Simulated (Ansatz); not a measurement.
# FHOSn: a ladder of functionals and wavefunction methods

An exercise on one series of results from a longer session: the logs are not shown, and one member is left open.

Program: Ansatz 0.2.0, Gaussian basis. Level of theory: functionals in def2-TZVPP, the program's frozen cores in correlated methods. These are calculated values, not measurements.

The runs, in order: LDA (SPW92), PBE-D4, revPBE-D4, BLYP-D4, r2SCAN-D4, B97M-V, PBE0-D4, B3LYP-D4, r2SCANh-D4, r2SCAN0-D4, HSE06-D4, BHLYP-D4, CAM-B3LYP-D4, LC-ωPBE, ωB97X-V, ωB97M-V, B2PLYP, PBE-QIDH; CCSD(T)/def2-SVP; CCSD(T)/def2-TZVPP; CCSD(T)/def2-QZVPP; extrapolation to the limit; RPA on PBE.

### The geometry

All runs share one geometry, relaxed beforehand with PBE0-D4 in a triple-zeta def2 set. Sn takes the def2 core potential; no spin-orbit term is included.

SMILES `[OH][Sn][F]`, 4 atoms, charge 0, spin multiplicity 1.

Atoms are counted from 1 here; the program's logs count them from 0.

Bond lengths: O1–Sn2 1.969 Å, O1–H4 0.961 Å, Sn2–F3 1.934 Å. Angles: Sn2–O1–H4 116.2°, O1–Sn2–F3 93.3°.

The first run:

The input, in.yaml:

```yaml
crystal:
  periodic: [false, false, false]
  atoms:
    - {symbol: O, position_ang: [-0.384643, 0.729550, -0.429696]}
    - {symbol: Sn, position_ang: [-0.047055, -1.058613, 0.323495]}
    - {symbol: F, position_ang: [1.729281, -0.591525, 0.929247]}
    - {symbol: H, position_ang: [-1.242083, 0.860290, -0.843247]}
basis:
  gaussian: {orbitals: def2-TZVPP}
hamiltonian: {xc: lda}
output: {orbitals: {seedname: orbitals}}
```

Run with:

```
ansatz run in.yaml --threads 4 --pin off --events-out ev --progress --plain --max-ram 10444MiB
```

Steps of the session up to this table: LDA; PBE-D4 (GGA); revPBE-D4 (GGA); BLYP-D4 (GGA); r2SCAN-D4 (meta-GGA); B97M-V (meta-GGA); PBE0-D4 (hybrid); B3LYP-D4 (hybrid); r2SCANh-D4 (hybrid); r2SCAN0-D4 (hybrid); HSE06-D4 (hybrid); BHLYP-D4 (hybrid); CAM-B3LYP-D4 (range-separated); LC-ωPBE (range-separated); ωB97X-V (range-separated); ωB97M-V (range-separated); B2PLYP (double hybrid); PBE-QIDH (double hybrid).

One of the session's tables, all rows but one given; the rest of the session is left out.

It belongs to the step «Orbital energies across the functionals». 

| functional | HOMO (eV) | LUMO (eV) | gap (eV) |
| --- | --- | --- | --- |
| LDA (SPW92) | -6.88 | -3.25 | 3.63 |
| PBE-D4 | -6.62 | -2.98 | 3.64 |
| revPBE-D4 | -6.53 | -2.88 | 3.65 |
| BLYP-D4 | ? | ? | ? |
| r2SCAN-D4 | -6.93 | -2.92 | 4.02 |
| B97M-V | -6.79 | -2.93 | 3.85 |
| PBE0-D4 | -7.85 | -2.32 | 5.52 |
| B3LYP-D4 | -7.69 | -2.58 | 5.11 |
| r2SCANh-D4 | -7.39 | -2.66 | 4.73 |
| r2SCAN0-D4 | -8.08 | -2.29 | 5.79 |
| HSE06-D4 | -7.45 | -2.69 | 4.76 |
| BHLYP-D4 | -8.98 | -1.67 | 7.31 |
| CAM-B3LYP-D4 | -9.20 | -1.43 | 7.77 |
| LC-ωPBE | -10.37 | -0.30 | 10.06 |
| ωB97X-V | -10.07 | -0.40 | 9.67 |
| ωB97M-V | -10.03 | -0.57 | 9.47 |

Estimate the missing values for BLYP-D4.

Worked estimate for «HOMO (eV)». Against the share of exact exchange, B3LYP-D4 (0.2, -7.69), BHLYP-D4 (0.5, -8.98) give a slope of -4.30 per unit share; at 0 the line stands at -6.83.

The run gave: HOMO (eV): -6.53; LUMO (eV): -2.94; gap (eV): 3.59. In «HOMO (eV)» the line misses by -0.30.
